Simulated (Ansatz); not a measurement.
# C2H9BFN: the cost of one run

All numbers below are computed with Ansatz 0.2.0 (UKS BHLYP/STO-3G).

## Step 1: The structure to begin with

Bond lengths: B1–F2 1.680 Å, B1–H3 1.164 Å, B1–H4 1.164 Å, B1–N6 1.802 Å, N6–C7 1.445 Å, N6–C8 1.446 Å, C7–H9 1.096 Å, C7–H10 1.088 Å, C7–H11 1.095 Å, C8–H12 1.088 Å, C8–H13 1.095 Å, C8–H14 1.095 Å. Angles (14 of 21 angles, heavy atoms first): F2–B1–N6 83.1°, B1–N6–C7 116.9°, B1–N6–C8 117.0°, C7–N6–C8 113.0°, F2–B1–H3 108.1°, F2–B1–H4 108.1°, H3–B1–N6 112.3°, H4–B1–N6 112.4°, N6–C7–H9 111.4°, N6–C7–H10 109.8°, N6–C7–H11 110.3°, N6–C8–H12 109.8°, N6–C8–H13 111.4°, N6–C8–H14 110.2°.

Structure file:

```xyz
14

B    -0.1883    0.0729   -1.6481
F    -1.3587   -1.1247   -1.5126
H     0.7353   -0.3827   -2.1905
H    -0.7169    1.0619   -1.9615
H    -1.0055   -0.9556   -0.3699
N    -0.0960   -0.1197    0.1408
C    -0.5912    0.9759    0.9429
C     1.1098   -0.7122    0.6750
H     0.1310    1.8000    0.9827
H    -1.5194    1.3539    0.5186
H    -0.7799    0.6401    1.9683
H     1.4226   -1.5427    0.0452
H     1.9265    0.0165    0.7193
H     0.9307   -1.0836    1.6899
```

## Step 2: Run 1

150 steps of 0.5 fs at constant energy, with velocities drawn for 1000 K.

Contents of input.yaml:

```yaml
crystal:
  periodic: [false, false, false]
  atoms:
    - { symbol: B, position_ang: [-0.1883, 0.0729, -1.6481] }
    - { symbol: F, position_ang: [-1.3587, -1.1247, -1.5126] }
    - { symbol: H, position_ang: [0.7353, -0.3827, -2.1905] }
    - { symbol: H, position_ang: [-0.7169, 1.0619, -1.9615] }
    - { symbol: H, position_ang: [-1.0055, -0.9556, -0.3699] }
    - { symbol: "N", position_ang: [-0.096, -0.1197, 0.1408] }
    - { symbol: C, position_ang: [-0.5912, 0.9759, 0.9429] }
    - { symbol: C, position_ang: [1.1098, -0.7122, 0.675] }
    - { symbol: H, position_ang: [0.131, 1.8, 0.9827] }
    - { symbol: H, position_ang: [-1.5194, 1.3539, 0.5186] }
    - { symbol: H, position_ang: [-0.7799, 0.6401, 1.9683] }
    - { symbol: H, position_ang: [1.4226, -1.5427, 0.0452] }
    - { symbol: H, position_ang: [1.9265, 0.0165, 0.7193] }
    - { symbol: H, position_ang: [0.9307, -1.0836, 1.6899] }
magnetization:
  spin_polarized: true
basis:
  gaussian: { orbitals: STO-3G }
hamiltonian:
  xc: { name: BHLYP }
md:
  timestep: 0.5
  n_steps: 150
  ensemble: nve
  temperature: 1000.0
  initial_velocities: maxwell_boltzmann
  seed: 892778
```

Command:

```bash
$ ansatz run input.yaml --threads 1 --pin off --max-ram 2048MiB --backend cpu --events-out ev --progress --plain --runs-dir out
```

What time and memory should one allow on 1 thread of Arm Neoverse V2, shared host?

About 8.1 min, with a peak of 0.13 GiB.
